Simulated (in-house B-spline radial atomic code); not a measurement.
**La⁵⁺: excited configurations**

Aim: the energies of several excited configurations of La⁵⁺ above a reference configuration, each from its own self-consistent run.

Method: non-relativistic SCAN, spin-polarised, spherical fractional occupations, point nucleus, basis-set limit. Code: in-house B-spline radial atomic code version 1.

### 1 Starting point

```
element       : lanthanum (Z = 57)
charge        : +5
electrons     : 52
configuration : [Kr] 4d10 5s2 5p4
Hamiltonian   : non-relativistic
nucleus       : point
```

The outer shells:

[Kr] 4d10 5s2 5p4
```
[Kr] core
4d [↑↓][↑↓][↑↓][↑↓][↑↓]
5s [↑↓]
5p [↑↓][↑ ][↑ ]
```

Where spins are not typed, each open shell is filled with up spins first.

The run's settings:

```ini
Z = 57
electrons = 52.0
configuration = [Kr] 4d10 5s2 5p4
hamiltonian = nr
method = scan,scan
spin_polarised = True
```

This reference run was done before. Its total energy is -8218.940144 hartree, and its levels are (the highest eight at most):

```tsv
orbital	occupation	energy (eV)	<r> (bohr)
4p up	3	-252.09	0.7046
4p down	3	-251.79	0.7044
4d up	5	-161.74	0.7618
4d down	5	-161.31	0.7600
5s up	1	-86.215	1.553
5s down	1	-83.462	1.553
5p up	3	-70.757	1.680
5p down	1	-68.068	1.685
```

### 2 Run with 1s2 2s2 2p6 3s2 3p6 3d10 4s2 4p6 4d10 5s1,0 5p2,2 6d0,1

In configurations, two counts after a shell (as in p1,2) give the electrons with spin up and with spin down.

The run's settings:

```ini
Z = 57
electrons = 52.0
configuration = 1s2 2s2 2p6 3s2 3p6 3d10 4s2 4p6 4d10 5s1,0 5p2,2 6d0,1
hamiltonian = nr
method = scan,scan
spin_polarised = True
```

### 3 1s2 2s2 2p6 3s2 3p6 3d5,4 4s2 4p6 4d10 5s2 5p3,2

The run's settings:

```ini
Z = 57
electrons = 52.0
configuration = 1s2 2s2 2p6 3s2 3p6 3d5,4 4s2 4p6 4d10 5s2 5p3,2
hamiltonian = nr
method = scan,scan
spin_polarised = True
```

### 4 1s2 2s2 2p6 3s2 3p6 3d10 4s2 4p6 4d4,5 5s2 5p1,3 6d0,1

The run's settings:

```ini
Z = 57
electrons = 52.0
configuration = 1s2 2s2 2p6 3s2 3p6 3d10 4s2 4p6 4d4,5 5s2 5p1,3 6d0,1
hamiltonian = nr
method = scan,scan
spin_polarised = True
```

### 5 1s2 2s2 2p6 3s2 3p6 3d4,5 4s2 4p6 4d10 5s2 5p1,3 5f1,0

The run's settings:

```ini
Z = 57
electrons = 52.0
configuration = 1s2 2s2 2p6 3s2 3p6 3d4,5 4s2 4p6 4d10 5s2 5p1,3 5f1,0
hamiltonian = nr
method = scan,scan
spin_polarised = True
```

Q: How far above the reference does each configuration lie (order and size, in eV)?

The runs gave:

| net move | configuration | 2|M_S|+1 | energy above the reference (eV) | largest <r> (bohr) |
| --- | --- | --- | --- | --- |
| 5s → 6d, spins typed | 1s2 2s2 2p6 3s2 3p6 3d10 4s2 4p6 4d10 5s1,0 5p2,2 6d0,1 | 1 | 64.537 | 4.00 |
| 4d → 6d, spins typed | 1s2 2s2 2p6 3s2 3p6 3d10 4s2 4p6 4d4,5 5s2 5p1,3 6d0,1 | 5 | 144.43 | 3.94 |
| 3d → 5p, spins typed | 1s2 2s2 2p6 3s2 3p6 3d5,4 4s2 4p6 4d10 5s2 5p3,2 | 3 | 843.23 | 1.64 |
| 3d → 5f, spins typed | 1s2 2s2 2p6 3s2 3p6 3d4,5 4s2 4p6 4d10 5s2 5p1,3 5f1,0 | 3 | 890.55 | 2.97 |

**Reading.** At the bottom stands 5s → 6d, spins typed (64.537 eV), at the top 3d → 5f, spins typed (890.55 eV). 3 of them lie more than 60 % above minus the reference's highest level (68.068 eV), in the range where a state can decay by emitting an electron. The reference has 2|M_S|+1 = 3; 2 of the configurations differ from it in spin. These are spherical averages at the typed spins, not spectroscopic levels.
